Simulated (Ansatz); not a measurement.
**H₂S with AsH₃: superposition error and deformation**

How much of this pair's binding is borrowed basis, and how much do the fragments pay to take the shapes they have in the pair?

The runs use Ansatz 0.2.0, Gaussian basis; PBE0-D4 structures, single points in def2-TZVPPD.

Levels: PBE-D4, revPBE-D4, BLYP-D4, r2SCAN-D4, B97M-V, PBE0-D4, B3LYP-D4, HSE06-D4, wB97X-V, wB97M-V, B2PLYP, Hartree-Fock, MP2, CCSD, CCSD(T).

Cores are frozen in the correlated methods. Filled d shells of the heavier atoms are correlated. B3LYP uses VWN-RPA correlation. B2PLYP carries no dispersion term here.

129 further runs of the same task are left out: 129 set aside as unsound or not needed.

## Step 1: The system as given

The relaxed pair: 7 atoms, charge 0, spin multiplicity 1.

Atoms are counted from 1 here; the program's logs count them from 0.

Bond lengths: S1–H2 1.342 Å, S1–H3 1.342 Å, As4–H5 1.520 Å, As4–H6 1.524 Å, As4–H7 1.519 Å. Angles: H2–S1–H3 92.2°, H5–As4–H6 92.3°, H5–As4–H7 92.3°, H6–As4–H7 92.4°.

As a file:

```xyz
7
AsH5S
S    -0.6292   -0.2868   -2.2825
H    -0.4631    1.0200   -2.0277
H     0.6931   -0.4872   -2.3877
As    0.2523    0.4402    1.3227
H     0.8364   -0.9467    1.1089
H     0.4711    0.3669    2.8294
H    -1.1606   -0.1064    1.4369
```

Atoms 1 to 3 are fragment A (H₂S), the rest fragment B (AsH₃). From earlier runs, pair energy (eV) and counterpoise interaction (kJ/mol):

| method | E(pair) | interaction |
| --- | --- | --- |
| PBE-D4 | -71744.22548 | -6.92 |
| revPBE-D4 | -71751.80660 | -5.78 |
| BLYP-D4 | -71759.45932 | -5.47 |
| r2SCAN-D4 | -71757.18605 | -5.14 |
| B97M-V | -71744.34089 | -5.56 |
| PBE0-D4 | -71746.99939 | -6.40 |
| B3LYP-D4 | -71760.37041 | -5.82 |
| HSE06-D4 | -71746.81621 | -6.42 |
| wB97X-V | -71750.99203 | -5.32 |
| wB97M-V | -71753.67290 | -5.38 |
| B2PLYP | -71744.51200 | -1.28 |
| MP2 | -71705.37653 | -4.78 |
| CCSD(T) | -71707.00035 | -3.71 |

First each fragment is run alone in its own basis, frozen in the shape it has in the pair (a, b).

## Step 2: PBE-D4/def2-TZVPPD

a/in.yaml

```yaml
crystal:
  periodic: [false, false, false]
  atoms:
    - {symbol: S, position_ang: [-0.629177, -0.286760, -2.282490]}
    - {symbol: H, position_ang: [-0.463053, 1.019956, -2.027745]}
    - {symbol: H, position_ang: [0.693113, -0.487206, -2.387677]}
basis:
  gaussian: {orbitals: "def2-TZVPPD.json"}
hamiltonian: {xc: pbe, dispersion: d4}
```

b/in.yaml

```yaml
crystal:
  periodic: [false, false, false]
  atoms:
    - {symbol: As, position_ang: [0.252329, 0.440204, 1.322725]}
    - {symbol: H, position_ang: [0.836440, -0.946691, 1.108885]}
    - {symbol: H, position_ang: [0.471092, 0.366865, 2.829368]}
    - {symbol: H, position_ang: [-1.160644, -0.106368, 1.436933]}
basis:
  gaussian: {orbitals: "def2-TZVPPD.json"}
hamiltonian: {xc: pbe, dispersion: d4}
```

The basis file named in the input lies beside it (Basis Set Exchange, JSON).

Each run has its own folder and the same command.

Launch:

```sh
$ ansatz run in.yaml --threads 2 --pin off --events-out ev --progress --plain --max-ram 5222MiB
```

Output in a:

```text
Functional definition: PBE
  name "PBE"
  cite "Perdew, Burke & Ernzerhof, Phys. Rev. Lett. 77, 3865 (1996) doi:10.1103/PhysRevLett.77.3865"
  parent pbe
  parameter kappa = 0.804
  parameter beta = 0.06672455060314922
  exchange = pbe_x(kappa = kappa, mu = beta*pi^2/3)
  correlation = pbe_c(beta = beta)
436 factors; their error is unknown
mean field evaluation 1: about -10862.7895 eV, gradient 1.6e1 eV
mean field evaluation 2: about -10862.7187 eV, gradient 1.9e1 eV
mean field evaluation 4: about -10863.5908 eV, gradient 9.5e-1 eV
mean field evaluation 8: about -10863.5813 eV, gradient 1.6e-3 eV
mean field -10863.58134109 eV, -399.2292506853 hartree, gradient 8.1e-5 eV, S^2 0.000000; 0 other end points of the search recorded, 0 dependent functions left out
reference -10863.58139083 eV, -399.2292525131 hartree; 9, 9 occupied and 76, 76 virtual orbitals, 436 factors
Total energy: -10863.59642931 eV, -399.2298051671 hartree
```

Output in b, cut to the lines that bear on the results:

```text
[... 4 set-up lines as earlier in the session ...]
[...]
584 factors; their error is unknown
[...]
mean field -60880.51938836 eV, -2237.3178212239 hartree, gradient 3.8e-5 eV, S^2 0.000000; 0 other end points of the search recorded, 0 dependent functions left out
reference -60880.51941785 eV, -2237.3178223077 hartree; 18, 18 occupied and 87, 87 virtual orbitals, 584 factors
Total energy: -60880.55262996 eV, -2237.3190428302 hartree
```

Times: 0.35 s (a), 0.55 s (b) on 2 threads of Arm Neoverse V1, shared host; peak memory 0.37 GiB.

## Step 3: r2SCAN-D4/def2-TZVPPD

The same edit goes into each in.yaml of step 2 (a, b):

```diff
-hamiltonian: {xc: pbe, dispersion: d4}
+hamiltonian: {xc: r2scan, dispersion: d4}
```

The same command starts each run, in its folder.

Launch:

```sh
$ ansatz run in.yaml --threads 2 --pin off --events-out ev --progress --plain --max-ram 5222MiB
```

Log of a, cut to the lines that bear on the results:

```text
Functional definition: r2SCAN
  name "r2SCAN"
  cite "Furness, Kaplan, Ning, Perdew & Sun, J. Phys. Chem. Lett. 11, 8208 (2020) doi:10.1021/acs.jpclett.0c02405"
  cite "Furness, Kaplan, Ning, Perdew & Sun, J. Phys. Chem. Lett. 11, 9248 (2020) doi:10.1021/acs.jpclett.0c03077"
  parent r2scan
[...]
436 factors; their error is unknown
[...]
mean field -10867.55023384 eV, -399.3751048035 hartree, gradient 7.5e-5 eV, S^2 0.000000; 0 other end points of the search recorded, 0 dependent functions left out
reference -10867.55025061 eV, -399.3751054197 hartree; 9, 9 occupied and 76, 76 virtual orbitals, 436 factors
Total energy: -10867.55359924 eV, -399.3752284797 hartree
```

Log of b, cut to the lines that bear on the results:

```text
[... 5 set-up lines as earlier in the session ...]
[...]
584 factors; their error is unknown
[...]
mean field -60889.56786980 eV, -2237.6503467835 hartree, gradient 3.2e-5 eV, S^2 0.000000; 0 other end points of the search recorded, 0 dependent functions left out
reference -60889.56787798 eV, -2237.6503470842 hartree; 18, 18 occupied and 87, 87 virtual orbitals, 584 factors
Total energy: -60889.57512172 eV, -2237.6506132867 hartree
```

Times: 0.9 s (a), 1.4 s (b) on 2 threads of Arm Neoverse V1, shared host; peak memory 0.37 GiB.

## Step 4: PBE0-D4/def2-TZVPPD

Each input of step 3 (a, b) changes in the same lines:

```diff
-hamiltonian: {xc: r2scan, dispersion: d4}
+hamiltonian: {xc: pbe0, dispersion: d4}
+output: {orbitals: {seedname: orbitals}}
```

Each run has its own folder and the same command.

Launch:

```sh
$ ansatz run in.yaml --threads 2 --pin off --events-out ev --progress --plain --max-ram 5222MiB
```

a printed, cut to the lines that bear on the results:

```text
Functional definition: PBE0
  name "PBE0"
  cite "Adamo & Barone, J. Chem. Phys. 110, 6158 (1999) doi:10.1063/1.478522"
[... 2 set-up lines as earlier in the session ...]
[...]
474 factors; their error is unknown
[...]
mean field -10864.51342052 eV, -399.2635039726 hartree, gradient 8.2e-6 eV, S^2 0.000000; 0 other end points of the search recorded, 0 dependent functions left out
reference -10864.51345562 eV, -399.2635052624 hartree; 9, 9 occupied and 76, 76 virtual orbitals, 474 factors
Total energy: -10864.52563648 eV, -399.2639529007 hartree
```

Output in b, cut to the lines that bear on the results:

```text
[... 5 set-up lines as earlier in the session ...]
[...]
614 factors; their error is unknown
[...]
mean field -60882.37595997 eV, -2237.3860489723 hartree, gradient 3.4e-5 eV, S^2 0.000000; 0 other end points of the search recorded, 0 dependent functions left out
reference -60882.37598292 eV, -2237.3860498157 hartree; 18, 18 occupied and 87, 87 virtual orbitals, 614 factors
Total energy: -60882.40305770 eV, -2237.3870447955 hartree
```

They took 0.45 s (a), 0.75 s (b) on 2 threads of Arm Neoverse V1, shared host; peak memory 0.37 GiB.

## Step 5: B3LYP-D4/def2-TZVPPD

Each input of step 4 (a, b) changes in the same lines:

```diff
-hamiltonian: {xc: pbe0, dispersion: d4}
-output: {orbitals: {seedname: orbitals}}
+hamiltonian: {xc: {name: B3LYP}, dispersion: d4}
```

The same command starts each run, in its folder.

Launch:

```sh
$ ansatz run in.yaml --threads 2 --pin off --events-out ev --progress --plain --max-ram 5222MiB
```

Output in a, cut to the lines that bear on the results:

```text
Functional definition: B3LYP
  name "B3LYP"
  cite "Stephens, Devlin, Chabalowski & Frisch, J. Phys. Chem. 98, 11623 (1994) doi:10.1021/j100096a001"
  cite "Becke, Phys. Rev. A 38, 3098 (1988) doi:10.1103/PhysRevA.38.3098"
  cite "Lee, Yang & Parr, Phys. Rev. B 37, 785 (1988) doi:10.1103/PhysRevB.37.785"
  cite "Vosko, Wilk & Nusair, Can. J. Phys. 58, 1200 (1980) doi:10.1139/p80-159"
[...]
462 factors; their error is unknown
[...]
mean field -10868.98946958 eV, -399.4279957414 hartree, gradient 1.4e-5 eV, S^2 0.000000; 0 other end points of the search recorded, 0 dependent functions left out
reference -10868.98968434 eV, -399.4280036337 hartree; 9, 9 occupied and 76, 76 virtual orbitals, 462 factors
Total energy: -10869.01412231 eV, -399.4289017125 hartree
```

b printed, cut to the lines that bear on the results:

```text
[... 6 set-up lines as earlier in the session ...]
[...]
609 factors; their error is unknown
[...]
mean field -60891.23701528 eV, -2237.7116867488 hartree, gradient 3.8e-5 eV, S^2 0.000000; 0 other end points of the search recorded, 0 dependent functions left out
reference -60891.23720750 eV, -2237.7116938128 hartree; 18, 18 occupied and 87, 87 virtual orbitals, 609 factors
Total energy: -60891.29151208 eV, -2237.7136894691 hartree
```

Times: 0.5 s (a), 0.9 s (b) on 2 threads of Arm Neoverse V1, shared host; peak memory 0.37 GiB.

## Step 6: wB97X-V/def2-TZVPPD

Each input of step 5 (a, b) changes in the same lines:

```diff
-hamiltonian: {xc: {name: B3LYP}, dispersion: d4}
+hamiltonian: {xc: {name: wB97X-V}}
```

Each run has its own folder and the same command.

Launch:

```sh
$ ansatz run in.yaml --threads 2 --pin off --events-out ev --progress --plain --max-ram 5222MiB
```

Log of a, cut to the lines that bear on the results:

```text
Functional definition: wB97X-V
  name "wB97X-V"
  cite "Mardirossian & Head-Gordon, Phys. Chem. Chem. Phys. 16, 9904 (2014) doi:10.1039/C3CP54374A"
  cite "Becke, J. Chem. Phys. 107, 8554 (1997) doi:10.1063/1.475007"
  cite "Vydrov & Van Voorhis, J. Chem. Phys. 133, 244103 (2010) doi:10.1063/1.3521275"
[...]
      + integral(e_c_pw_opposite_spin*poly(b97_u_opposite, cos0, cos1)) + vv10(b, c)
457 factors; their error is unknown
112 factors; integrals over basis functions are off by at most 4.1e-5 eV
[...]
mean field -10866.69270416 eV, -399.3435911691 hartree, gradient 1.5e-5 eV, S^2 0.000000; 0 other end points of the search recorded, 0 dependent functions left out
reference -10866.69270195 eV, -399.3435910877 hartree; 9, 9 occupied and 76, 76 virtual orbitals, 457 factors
Total energy: -10866.69270195 eV, -399.3435910877 hartree
```

Log of b, cut to the lines that bear on the results:

```text
[... 5 set-up lines as earlier in the session ...]
[...]
      + integral(e_c_pw_opposite_spin*poly(b97_u_opposite, cos0, cos1)) + vv10(b, c)
602 factors; their error is unknown
154 factors; integrals over basis functions are off by at most 1.7e-5 eV
[...]
mean field -60884.23987408 eV, -2237.4545465523 hartree, gradient 3.7e-5 eV, S^2 0.000000; 0 other end points of the search recorded, 0 dependent functions left out
reference -60884.23987265 eV, -2237.4545465000 hartree; 18, 18 occupied and 87, 87 virtual orbitals, 602 factors
Total energy: -60884.23987265 eV, -2237.4545465000 hartree
```

They took 1.4 s (a), 2.2 s (b) on 2 threads of Arm Neoverse V1, shared host; peak memory 0.37 GiB.

## Step 7: wB97M-V/def2-TZVPPD

The same edit goes into each in.yaml of step 6 (a, b):

```diff
-hamiltonian: {xc: {name: wB97X-V}}
+hamiltonian: {xc: {name: wB97M-V}}
```

One command serves all of them, each in its own folder.

Launch:

```sh
$ ansatz run in.yaml --threads 2 --pin off --events-out ev --progress --plain --max-ram 5222MiB
```

Output in a, cut to the lines that bear on the results:

```text
Functional definition: wB97M-V
  name "wB97M-V"
  cite "Mardirossian & Head-Gordon, J. Chem. Phys. 144, 214110 (2016) doi:10.1063/1.4952647"
[... 2 set-up lines as earlier in the session ...]
  # Of w^i u^j: cxij and so on, Table III.
[...]
  gx(w, u) = 1 - cx + cx01*u + cx10*w
[...]
      + integral(e_c_pw_mod_opposite_spin*gos(b97_w_opposite, b97_u_opposite)) + vv10(b, c)
436 factors; their error is unknown
112 factors; integrals over basis functions are off by at most 4.1e-5 eV
[...]
mean field -10867.54428319 eV, -399.3748861211 hartree, gradient 1.7e-5 eV, S^2 0.000000; 0 other end points of the search recorded, 0 dependent functions left out
reference -10867.54434225 eV, -399.3748882917 hartree; 9, 9 occupied and 76, 76 virtual orbitals, 436 factors
Total energy: -10867.54434225 eV, -399.3748882917 hartree
```

Output in b, cut to the lines that bear on the results:

```text
[... 5 set-up lines as earlier in the session ...]
  # Of w^i u^j: cxij and so on, Table III.
[...]
  gx(w, u) = 1 - cx + cx01*u + cx10*w
[...]
      + integral(e_c_pw_mod_opposite_spin*gos(b97_w_opposite, b97_u_opposite)) + vv10(b, c)
595 factors; their error is unknown
154 factors; integrals over basis functions are off by at most 1.7e-5 eV
[...]
mean field -60886.06682736 eV, -2237.5216858471 hartree, gradient 3.8e-5 eV, S^2 0.000000; 0 other end points of the search recorded, 0 dependent functions left out
reference -60886.06686237 eV, -2237.5216871338 hartree; 18, 18 occupied and 87, 87 virtual orbitals, 595 factors
Total energy: -60886.06686237 eV, -2237.5216871338 hartree
```

Wall times: 1.4 s (a), 2.5 s (b) on 2 threads of Arm Neoverse V1, shared host; peak memory 0.37 GiB.

## Step 8: B2PLYP/def2-TZVPPD

The same edit goes into each in.yaml of step 7 (a, b):

```diff
-hamiltonian: {xc: {name: wB97M-V}}
+hamiltonian: {xc: {name: B2PLYP}}
```

One command serves all of them, each in its own folder.

Launch:

```sh
$ ansatz run in.yaml --threads 2 --pin off --events-out ev --progress --plain --max-ram 5222MiB
```

Output in a, cut to the lines that bear on the results:

```text
Functional definition: B2PLYP
  name "B2PLYP"
  cite "Grimme, J. Chem. Phys. 124, 034108 (2006) doi:10.1063/1.2148954"
[... 2 set-up lines as earlier in the session ...]
[...]
470 factors; integrals over basis functions are off by at most 1.1e-3 eV
[...]
mean field -10863.12919119 eV, -399.2126344830 hartree, gradient 4.3e-6 eV, S^2 0.000000; 0 other end points of the search recorded, 0 dependent functions left out
5 core orbitals not correlated: weight in the atoms' cores, before any rotation towards them, 1.000 or more for the frozen orbitals, at most 0.000 for the correlated occupied ones
reference -10863.12932233 eV, -399.2126393022 hartree; 4, 4 occupied and 76, 76 virtual orbitals, 470 factors
second order -6.41082396 eV of doubles, -0.00000000 eV of singles
Total energy: -10864.86024480 eV, -399.2762495296 hartree
```

Log of b, cut to the lines that bear on the results:

```text
[... 5 set-up lines as earlier in the session ...]
[...]
602 factors; integrals over basis functions are off by at most 8.0e-4 eV
[...]
mean field -60877.06437332 eV, -2237.1908517631 hartree, gradient 4.9e-6 eV, S^2 0.000000; 0 other end points of the search recorded, 0 dependent functions left out
9 core orbitals not correlated: weight in the atoms' cores, before any rotation towards them, 1.000 or more for the frozen orbitals, at most 0.000 for the correlated occupied ones
reference -60877.06449836 eV, -2237.1908563583 hartree; 9, 9 occupied and 87, 87 virtual orbitals, 602 factors
second order -9.50253803 eV of doubles, -0.00000000 eV of singles
Total energy: -60879.63018363 eV, -2237.2851435529 hartree
```

Wall times: 0.7 s (a), 1.2 s (b) on 2 threads of Arm Neoverse V1, shared host; peak memory 0.37 GiB.

## Step 9: BLYP-D4/def2-TZVPPD

The same edit goes into each in.yaml of step 8 (a, b):

```diff
-hamiltonian: {xc: {name: B2PLYP}}
+hamiltonian: {xc: {name: BLYP}, dispersion: d4}
```

One command serves all of them, each in its own folder.

Launch:

```sh
$ ansatz run in.yaml --threads 2 --pin off --events-out ev --progress --plain --max-ram 5222MiB
```

Output in a, cut to the lines that bear on the results:

```text
Functional definition: BLYP
  name "BLYP"
[... 2 set-up lines as earlier in the session ...]
[...]
436 factors; their error is unknown
[...]
mean field -10868.25275928 eV, -399.4009221374 hartree, gradient 2.8e-5 eV, S^2 0.000000; 0 other end points of the search recorded, 0 dependent functions left out
reference -10868.25304805 eV, -399.4009327494 hartree; 9, 9 occupied and 76, 76 virtual orbitals, 436 factors
Total energy: -10868.28874438 eV, -399.4022445651 hartree
```

b printed, cut to the lines that bear on the results:

```text
[... 4 set-up lines as earlier in the session ...]
[...]
584 factors; their error is unknown
[...]
mean field -60891.03109015 eV, -2237.7041191397 hartree, gradient 2.2e-5 eV, S^2 0.000000; 0 other end points of the search recorded, 0 dependent functions left out
reference -60891.03133891 eV, -2237.7041282817 hartree; 18, 18 occupied and 87, 87 virtual orbitals, 584 factors
Total energy: -60891.10896933 eV, -2237.7069811467 hartree
```

They took 0.45 s (a), 0.8 s (b) on 2 threads of Arm Neoverse V1, shared host; peak memory 0.37 GiB.

## Step 10: revPBE-D4/def2-TZVPPD

The same edit goes into each in.yaml of step 9 (a, b):

```diff
-hamiltonian: {xc: {name: BLYP}, dispersion: d4}
+hamiltonian: {xc: {name: revPBE}, dispersion: d4}
```

Each run has its own folder and the same command.

Launch:

```sh
$ ansatz run in.yaml --threads 2 --pin off --events-out ev --progress --plain --max-ram 5222MiB
```

a printed, cut to the lines that bear on the results:

```text
Functional definition: revPBE
  name "revPBE"
  cite "Zhang & Yang, Phys. Rev. Lett. 80, 890 (1998) doi:10.1103/PhysRevLett.80.890"
[... 1 set-up line as earlier in the session ...]
[...]
436 factors; their error is unknown
[...]
mean field -10866.46121141 eV, -399.3350839673 hartree, gradient 3.1e-5 eV, S^2 0.000000; 0 other end points of the search recorded, 0 dependent functions left out
reference -10866.46127438 eV, -399.3350862814 hartree; 9, 9 occupied and 76, 76 virtual orbitals, 436 factors
Total energy: -10866.52156424 eV, -399.3373018929 hartree
```

Log of b, cut to the lines that bear on the results:

```text
[... 4 set-up lines as earlier in the session ...]
[...]
584 factors; their error is unknown
[...]
mean field -60885.09908575 eV, -2237.4861219991 hartree, gradient 1.4e-5 eV, S^2 0.000000; 0 other end points of the search recorded, 0 dependent functions left out
reference -60885.09912215 eV, -2237.4861233365 hartree; 18, 18 occupied and 87, 87 virtual orbitals, 584 factors
Total energy: -60885.22030347 eV, -2237.4905766681 hartree
```

Wall times: 0.4 s (a), 0.65 s (b) on 2 threads of Arm Neoverse V1, shared host; peak memory 0.37 GiB.

## Step 11: B97M-V/def2-TZVPPD

The same edit goes into each in.yaml of step 10 (a, b):

```diff
-hamiltonian: {xc: {name: revPBE}, dispersion: d4}
+hamiltonian: {xc: {name: B97M-V}}
```

One command serves all of them, each in its own folder.

Launch:

```sh
$ ansatz run in.yaml --threads 2 --pin off --events-out ev --progress --plain --max-ram 5222MiB
```

a printed, cut to the lines that bear on the results:

```text
Functional definition: B97M-V
  name "B97M-V"
  cite "Mardirossian & Head-Gordon, J. Chem. Phys. 142, 074111 (2015) doi:10.1063/1.4907719"
[... 2 set-up lines as earlier in the session ...]
  # Of w^i u^j: cxij and so on, Table III.
[...]
  gx(w, u) = cx00 + cx01*u + cx02*u^2 + (cx10 + cx11*u)*w
[...]
  gos(w, u) = cos00 + cos01*u + cos03*u^3 + cos10*w + cos32*w^3*u^2
[...]
      + integral(e_c_pw_mod_opposite_spin*gos(b97_w_opposite, b97_u_opposite)) + vv10(b, c)
436 factors; their error is unknown
[...]
mean field -10865.58994430 eV, -399.3030654917 hartree, gradient 6.3e-5 eV, S^2 0.000000; 0 other end points of the search recorded, 0 dependent functions left out
reference -10865.59001549 eV, -399.3030681079 hartree; 9, 9 occupied and 76, 76 virtual orbitals, 436 factors
Total energy: -10865.59001549 eV, -399.3030681079 hartree
```

Output in b, cut to the lines that bear on the results:

```text
[... 5 set-up lines as earlier in the session ...]
  # Of w^i u^j: cxij and so on, Table III.
[...]
  gx(w, u) = cx00 + cx01*u + cx02*u^2 + (cx10 + cx11*u)*w
[...]
  gos(w, u) = cos00 + cos01*u + cos03*u^3 + cos10*w + cos32*w^3*u^2
[...]
      + integral(e_c_pw_mod_opposite_spin*gos(b97_w_opposite, b97_u_opposite)) + vv10(b, c)
584 factors; their error is unknown
[...]
mean field -60878.68964568 eV, -2237.2505794209 hartree, gradient 3.5e-5 eV, S^2 0.000000; 0 other end points of the search recorded, 0 dependent functions left out
reference -60878.68968808 eV, -2237.2505809792 hartree; 18, 18 occupied and 87, 87 virtual orbitals, 584 factors
Total energy: -60878.68968808 eV, -2237.2505809792 hartree
```

Wall times: 1.6 s (a), 2.5 s (b) on 2 threads of Arm Neoverse V1, shared host; peak memory 0.37 GiB.

## Step 12: HSE06-D4/def2-TZVPPD

Each input of step 11 (a, b) changes in the same lines:

```diff
-hamiltonian: {xc: {name: B97M-V}}
+hamiltonian: {xc: hse06, dispersion: d4}
```

One command serves all of them, each in its own folder.

Launch:

```sh
$ ansatz run in.yaml --threads 2 --pin off --events-out ev --progress --plain --max-ram 5222MiB
```

Log of a, cut to the lines that bear on the results:

```text
Functional definition: HSE06
  name "HSE06"
  cite "Heyd, Scuseria & Ernzerhof, J. Chem. Phys. 118, 8207 (2003) doi:10.1063/1.1564060"
  cite "Krukau, Vydrov, Izmaylov & Scuseria, J. Chem. Phys. 125, 224106 (2006) doi:10.1063/1.2404663"
  cite "Heyd & Scuseria, J. Chem. Phys. 120, 7274 (2004) doi:10.1063/1.1668634"
  cite "Ernzerhof & Perdew, J. Chem. Phys. 109, 3313 (1998) doi:10.1063/1.476928"
[...]
474 factors; their error is unknown
41 factors; integrals over basis functions are off by at most 8.1e-5 eV
[...]
mean field -10864.30226183 eV, -399.2557440338 hartree, gradient 8.7e-6 eV, S^2 0.000000; 0 other end points of the search recorded, 0 dependent functions left out
reference -10864.30230821 eV, -399.2557457381 hartree; 9, 9 occupied and 76, 76 virtual orbitals, 474 factors
Total energy: -10864.31343121 eV, -399.2561545008 hartree
```

Output in b, cut to the lines that bear on the results:

```text
[... 6 set-up lines as earlier in the session ...]
[...]
614 factors; their error is unknown
56 factors; integrals over basis functions are off by at most 3.3e-6 eV
[...]
mean field -60882.40705135 eV, -2237.3871915594 hartree, gradient 2.8e-5 eV, S^2 0.000000; 0 other end points of the search recorded, 0 dependent functions left out
reference -60882.40708192 eV, -2237.3871926828 hartree; 18, 18 occupied and 87, 87 virtual orbitals, 614 factors
Total energy: -60882.43198263 eV, -2237.3881077671 hartree
```

Wall times: 0.55 s (a), 0.91 s (b) on 2 threads of Arm Neoverse V1, shared host; peak memory 0.37 GiB.

[end of part 1 of 3]
